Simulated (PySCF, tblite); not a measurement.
# C₅H₁₄FNSi₂: geometry, infrared bands and NMR shifts

Aim: predict the infrared bands and NMR shifts of C₅H₁₄FNSi₂ (`C=C(C)[Si@@H](F)[SiH2]CCN`).

Programs: tblite 0.8.0 and PySCF 2.14.0, with density-fitted response routines of our own. Each step states its level of theory. These are calculated values for one molecule in the gas phase, unless marked as measured. Atoms are numbered from 0 throughout.

### Step 1. Starting geometry

23 atoms, charge 0, multiplicity 1; geometry from: force field or distance geometry start.

Bonds of the start (Å): C0–C1 1.34, C1–C2 1.51, C1–Si3 1.84, Si3–F4 1.68, Si3–Si5 2.22, Si5–C6 1.88, C6–C7 1.49, C7–N8 1.45, C0–H9 1.07, C0–H10 1.09, C2–H11 1.12, C2–H12 1.13, C2–H13 1.09, Si3–H14 1.49, Si5–H15 1.46, Si5–H16 1.48, C6–H17 1.11, C6–H18 1.14, C7–H19 1.11, C7–H20 1.13, N8–H21 1.03, N8–H22 1.04.

### Step 2. Relaxing the molecule with GFN2-xTB

What the job is given:

```
{"job": {"kind": "relax", "xc": "GFN2-xTB", "basis": "xTB"}, "charge": 0, "multiplicity": 1}
C      2.491600    -1.717300     0.408100
C      2.595200    -0.386000     0.438200
C      3.935100     0.299800     0.433400
Si     1.108400     0.699700     0.519400
F      1.426800     2.076900    -0.387300
Si    -0.728900    -0.250900    -0.299000
C     -2.133000     0.872500     0.236600
C     -3.362900     0.632200    -0.567600
N     -3.783400    -0.743400    -0.410400
H      3.399500    -2.288300     0.367100
H      1.511600    -2.187300     0.421600
H      3.767700     1.288900    -0.055200
H      4.156200     0.522200     1.521800
H      4.725000    -0.280000    -0.054700
H      0.927800     1.042200     1.957600
H     -0.967100    -1.609500     0.193300
H     -0.723500    -0.262500    -1.778300
H     -1.739700     1.907300     0.120300
H     -2.279600     0.690400     1.348000
H     -3.131600     0.822800    -1.635900
H     -4.183200     1.327800    -0.230500
H     -3.818400    -1.244900    -1.314200
H     -3.198300    -1.185600     0.323500
```

On the command line:

```sh
$ OMP_NUM_THREADS=1 python probes_run.py task.json out
```

One launch serves the whole session: the jobs run in the order shown.

**Question.** This job is followed by: GFN2-xTB harmonic vibrations, gas phase; GIAO PBE0/pcSseg-1 NMR shielding, non-relativistic, gas phase. What will the session give for the following? strongest single infrared mode (GFN2-xTB); zero-point energy (GFN2-xTB); 13C shifts against TMS (PBE0/pcSseg-1); 1H shifts against TMS (PBE0/pcSseg-1, means over atoms taken as alike); 29Si shifts against TMS (PBE0/pcSseg-1); 19F shifts against CFCl3 (PBE0/pcSseg-1); 15N shifts against NH3 (PBE0/pcSseg-1).

The runs gave:

| quantity | value |
| --- | --- |
| strongest single infrared mode (GFN2-xTB) | 2205 cm⁻¹, 466 km/mol |
| zero-point energy (GFN2-xTB) | 112.0 kcal/mol |
| 13C shifts against TMS (PBE0/pcSseg-1) | 157.0, 134.8, 46.6, 26.3, 18.1 ppm |
| 1H shifts against TMS (PBE0/pcSseg-1, means over atoms taken as alike) | 6.08, 5.79, 5.54, 3.92, 3.61, 3.43, 2.68, 2.24, 1.21, 0.70, 0.54 ppm |
| 29Si shifts against TMS (PBE0/pcSseg-1) | 21.8, -87.3 ppm |
| 19F shifts against CFCl3 (PBE0/pcSseg-1) | -234.2 ppm |
| 15N shifts against NH3 (PBE0/pcSseg-1) | 44.4 ppm |

**Reading.** The optimisation took 88 steps and gained 0.733 eV; among the close pairs (by a distance rule), Si3–Si5 changed most, from 2.225 to 2.304 Å. The lowest mode is slightly imaginary (14i cm⁻¹), a soft motion within the noise of the Hessian, so the minimum is not strictly shown. The strongest single mode, at 2205 cm⁻¹, moves mainly H14. Unscaled tight-binding wavenumbers are off by several per cent, some by more. Its intensities can rank the bands wrongly. C1 (fully substituted alkene carbon) lies farthest downfield among carbon, at 157.0 ppm; as expected for a trigonal carbon in a double bond. At PBE0/pcSseg-1: The largest span, 249 ppm, is at C1, where the paramagnetic term is -237 ppm.
